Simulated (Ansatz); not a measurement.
# BH3OSSi: one species, many methods

The task here is to estimate one member of a computed series from the others.

The runs use Ansatz 0.2.0, Gaussian basis; functionals in def2-TZVPP, the program's frozen cores in correlated methods.

Levels to be run: LDA (SPW92), PBE-D4, revPBE-D4, BLYP-D4, r2SCAN-D4, B97M-V, PBE0-D4, B3LYP-D4, r2SCANh-D4, r2SCAN0-D4, HSE06-D4, BHLYP-D4, CAM-B3LYP-D4, LC-ωPBE, ωB97X-V, ωB97M-V, B2PLYP, PBE-QIDH; CCSD(T)/def2-SVP; CCSD(T)/def2-TZVPP; MP2/def2-QZVPP; extrapolation to the limit; RPA on PBE.

## The relaxed structure

The geometry comes from an earlier relaxation with PBE0-D4 in a triple-zeta def2 set; it is a stationary point, not always the lowest conformer.

SMILES `S[SiH]1BO1`, 7 atoms, charge 0, spin multiplicity 1.

Atoms are counted from 1 here; the program's logs count them from 0.

Bond lengths: S1–Si2 2.115 Å, S1–H5 1.344 Å, Si2–B3 1.894 Å, Si2–O4 1.749 Å, Si2–H6 1.478 Å, B3–O4 1.342 Å, B3–H7 1.189 Å. Angles: Si2–S1–H5 95.1°, S1–Si2–B3 123.8°, S1–Si2–O4 115.8°, S1–Si2–H6 109.9°, B3–Si2–O4 43.0°, B3–Si2–H6 125.9°, O4–Si2–H6 109.5°, Si2–B3–O4 62.7°, Si2–B3–H7 165.6°, O4–B3–H7 131.7°, Si2–O4–B3 74.2°.

The first run:

in.yaml reads:

```yaml
crystal:
  periodic: [false, false, false]
  atoms:
    - {symbol: S, position_ang: [-2.056464, -0.135160, 0.421752]}
    - {symbol: Si, position_ang: [-0.010890, 0.369977, 0.242789]}
    - {symbol: B, position_ang: [1.385416, -0.905212, 0.139096]}
    - {symbol: O, position_ang: [0.870759, -0.461173, -1.018552]}
    - {symbol: H, position_ang: [-2.503764, 0.929448, -0.266767]}
    - {symbol: H, position_ang: [0.133570, 1.830485, 0.064435]}
    - {symbol: H, position_ang: [2.242574, -1.696364, 0.371546]}
basis:
  gaussian: {orbitals: def2-TZVPP}
hamiltonian: {xc: lda}
output: {orbitals: {seedname: orbitals}}
```

Run with:

```
$ ansatz run in.yaml --threads 2 --pin off --events-out ev --progress --plain --max-ram 4352MiB
```

Steps of the session up to this table: LDA; PBE-D4 (GGA); revPBE-D4 (GGA); BLYP-D4 (GGA); r2SCAN-D4 (meta-GGA); B97M-V (meta-GGA); PBE0-D4 (hybrid); B3LYP-D4 (hybrid); r2SCANh-D4 (hybrid); r2SCAN0-D4 (hybrid); HSE06-D4 (hybrid); BHLYP-D4 (hybrid); CAM-B3LYP-D4 (range-separated); LC-ωPBE (range-separated); ωB97X-V (range-separated); ωB97M-V (range-separated); B2PLYP (double hybrid); PBE-QIDH (double hybrid).

One of the session's tables, all rows but one given; the rest of the session is left out.

It belongs to the step «Orbital energies across the functionals». 

```
  functional  HOMO (eV)  gap (eV)
 LDA (SPW92)      -6.10      3.63
      PBE-D4          ?         ?
   revPBE-D4      -5.91      3.79
     BLYP-D4      -5.83      3.78
   r2SCAN-D4      -6.17      4.23
      B97M-V      -6.21      4.25
     PBE0-D4      -7.12      5.89
    B3LYP-D4      -6.92      5.48
  r2SCANh-D4      -6.60      5.01
  r2SCAN0-D4      -7.25      6.18
    HSE06-D4      -6.72      5.11
    BHLYP-D4      -8.18      7.98
CAM-B3LYP-D4      -8.43      8.34
     LC-ωPBE      -9.74     10.84
     ωB97X-V      -9.40     10.38
     ωB97M-V      -9.23      9.99
```

Estimate the missing values for PBE-D4.

The run gave: HOMO (eV): -5.96; gap (eV): 3.75. In the column «HOMO (eV)» it lies between LDA (SPW92) (-6.10) and revPBE-D4 (-5.91).
